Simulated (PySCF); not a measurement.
# C4H9Al: the cost of one run

The runs use PySCF 2.14.0, with density-fitted response routines of our own; the level of theory stands in each step. All values are computed, except where a source is named. Atoms are numbered from 0 throughout.

**1. The starting structure**

14 atoms, charge 0, multiplicity 1; geometry from: GFN2-xTB. The atoms were then displaced at random by about 0.01 Å, so the start is not that level's minimum.

Bonds of the start (Å): C0–Al1 2.02, Al1–C2 2.00, C2–C3 1.48, C3–C4 1.48, C4–C2 1.50, C0–H5 1.11, C0–H6 1.07, C0–H7 1.09, Al1–H8 1.57, C2–H9 1.08, C3–H10 1.07, C3–H11 1.09, C4–H12 1.09, C4–H13 1.09.

**2. Geometry optimisation at PBE0-D3(BJ)/def2-SVP**

What the job is given:

```
{"job": {"xc": "PBE0", "basis": "def2-SVP", "d3": "d3bj", "grid": 1, "shake": 0.01, "kind": "geom"}, "charge": 0, "multiplicity": 1}
C      2.825360    -0.237050     0.061100
Al     0.904110     0.357200     0.210240
C     -0.780000    -0.568040    -0.327980
C     -1.813660     0.417490    -0.727950
C     -1.919640    -0.240990     0.597260
H      3.481070     0.640680     0.207150
H      3.097790    -0.973480     0.794670
H      3.059120    -0.631080    -0.930620
H      0.569370     1.749420     0.855590
H     -0.854620    -1.543890    -0.787430
H     -1.599730     1.467460    -0.733190
H     -2.549240     0.127610    -1.481410
H     -1.736230     0.401290     1.460920
H     -2.690850    -0.981670     0.793890
```

Run with:

```bash
$ OMP_NUM_THREADS=1 python probes_run.py task.json out
```

One launch serves the whole session: the jobs run in the order shown.

Q: Estimate the wall time and peak memory of this first job on 1 thread of Arm Neoverse V2, shared host.

About 23 s, with a peak of 0.51 GiB.
